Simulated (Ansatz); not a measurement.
**Hf: a tetragonal deformation path**

The task here is to estimate one member of a computed series from the others.

Program: Ansatz 0.2.0. Level of theory: DFT r2SCAN, scalar-relativistic, plane waves, PAW. These are calculated values, not measurements.

## Starting point

It takes space group Fm-3m (No. 225, cubic). The conventional cell has a = 4.440 Å, b = 4.440 Å, c = 4.440 Å, α = 90.00°, β = 90.00°, γ = 90.00°. Hf (site symmetry m-3m) is surrounded by 12 Hf at 3.14 Å.

Structure file:

```xyz
1
Lattice="0.0000 2.2200 2.2200 2.2200 0.0000 2.2200 2.2200 2.2200 0.0000" Properties=species:S:1:pos:R:3 pbc="T T T"
Hf    0.0000    0.0000    0.0000
```

The cell is taken as given, not relaxed at this level.

## The reference cell

Reference values: F = -15732.9801 eV; pressure 2.71 GPa; largest force 0.000 eV/Å; gap on the mesh none (metal). It was computed beforehand with the settings of the runs below.

The first run:

At fixed volume and fractional coordinates, lengths along (0.000, 0.000, 1.000) are scaled against those across it; ρ is that ratio over its starting value.

input.yaml

```yaml
crystal:
  lattice:
    - [0.0, 2.4919911933, 1.7618377736]
    - [2.4919911933, 0.0, 1.7618377736]
    - [2.4919911933, 2.4919911933, 0.0]
  atoms:
    - { symbol: Hf, position: [0.0, 0.0, 0.0] }
basis:
  ecutwfc: 500
kpoints:
  mp_grid: { grid: [20, 20, 20] }
hamiltonian:
  xc: r2scan
scf:
  occupations: { method: gaussian, width: 0.15 }
output:
  forces: true
  stress: true
  eigenvalues: true
```

Launch:

```sh
> ansatz run input.yaml --threads 1 --pin off --max-ram 2560MiB --backend cpu --events-out ev --progress --plain --runs-dir out
```

Steps of the session up to this table: ρ = 0.707; Point ρ = 1.414; At ρ = 0.850; Point ρ = 1.200; ρ = 0.780; At ρ = 1.300; ρ = 0.920; ρ = 1.100; Point ρ = 0.650; Point ρ = 1.500; ρ = 0.960; Point ρ = 1.050.

One table of the session follows, with a row left open; its other results are not shown here.

The scan, with free energies counted from the undisturbed cell:

```
    ρ  ΔE (meV/atom)  pressure (GPa)
0.650           98.8             1.5
0.707          117.6             1.4
0.780              ?               ?
0.850           51.9             2.4
0.920           16.2             2.6
0.960            4.1             2.7
1.000            0.0             2.7
1.050            6.3             2.7
1.100           23.3             2.6
1.200           86.2             2.0
1.300          185.4             1.4
1.414          331.1             0.9
1.500          469.6             1.8
```

**Question.** Estimate the row for ρ = 0.780.

Worked estimate for «ΔE (meV/atom)». A straight line through the neighbours (0.707, 117.6) and (0.850, 51.9) gives 117.6 + (51.9 − 117.6) × (0.780 − 0.707) / (0.850 − 0.707) = 84.1; a parabola fitted to 4 rows on both sides gives 92.8.

As computed: ΔE (meV/atom): 95.7; pressure (GPa): 1.9. In «ΔE (meV/atom)» the line misses by -11.6 and the parabola by -2.9.
